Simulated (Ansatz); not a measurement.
# MnS (Fm-3m): the volume at zero pressure

Aim: the volume at which the pressure of MnS (Fm-3m) vanishes.

The COD entry's cell or inner coordinates are ideal or old and differ from later refinements, so a difference from it is no clean test against experiment.

Method: DFT PBE+U (U_eff = 3.9 eV on Mn 3d), scalar-relativistic, plane waves, PAW, in Ansatz 0.2.0.

1 further run of the same task is left out (it didn't finish).

**1. The starting structure**

The structure is cubic, space group Fm-3m (No. 225). The conventional cell has a = 5.209 Å, b = 5.209 Å, c = 5.209 Å, α = 90.00°, β = 90.00°, γ = 90.00°. Mn (site symmetry m-3m) is surrounded by 6 S at 2.60 Å. S (site symmetry m-3m) has 6 Mn at 2.60 Å as nearest neighbours.

As a file:

```
Mn S
1.0
     0.00000    2.60450    2.60450
     2.60450    0.00000    2.60450
     2.60450    2.60450    0.00000
Mn S
1 1
Direct
  0.00000 0.00000 0.00000
  0.50000 0.50000 0.50000
```

Starting moments: Mn 5.00 μB.

**2. First run, at the start cell**

The input, input.yaml:

```yaml
crystal:
  lattice:
    - [0.0, 2.6045, 2.6045]
    - [2.6045, 0.0, 2.6045]
    - [2.6045, 2.6045, 0.0]
  atoms:
    - { symbol: Mn, position: [0.0, 0.0, 0.0], spin: 5.0 }
    - { symbol: S, position: [0.5, 0.5, 0.5] }
basis:
  ecutwfc: 420
  ecutrho_ratio: 4
kpoints:
  mp_grid: { grid: [5, 5, 5] }
hamiltonian:
  xc: pbe
  hubbard: { sites: [{ species: Mn, l: d, u_eff: 3.9 }] }
scf:
  occupations: { method: gaussian, width: 0.05 }
output:
  forces: true
  stress: true
  eigenvalues: true
  populations: true
  hubbard: { sites: [{ species: Mn, l: d }] }
magnetization:
  spin_polarized: true
```

Launch:

```console
ansatz run input.yaml --threads 2 --pin off --max-ram 5120MiB --backend cpu --events-out ev --progress --plain --runs-dir out
```

The runs that follow: The same volume, run 2; Next volume, run 3; Volume adjusted, run 4.

**Question.** What will these runs give? Wanted: volume; pressure; conventional cell; gap on the mesh; moments in the spheres.

As calculated:

```
              quantity                                                                      value
                volume                                                             18.701 Å³/atom
              pressure                                                                  -0.02 GPa
     conventional cell  a = 5.309 Å, b = 5.309 Å, c = 5.309 Å, α = 90.00°, β = 90.00°, γ = 90.00°
       gap on the mesh                                                                    0.91 eV
moments in the spheres                                                         Mn 4.54; S 0.10 μB
```

In words: The volume went from 17.67 to 18.70 Å³/atom (+5.8 %), where 0.02 GPa is left. Only the order of the starting moments is followed; others weren't tried in this session. With a Hubbard U or exact exchange the result depends on the state in which the open shell ends, and a lower one can't be excluded.
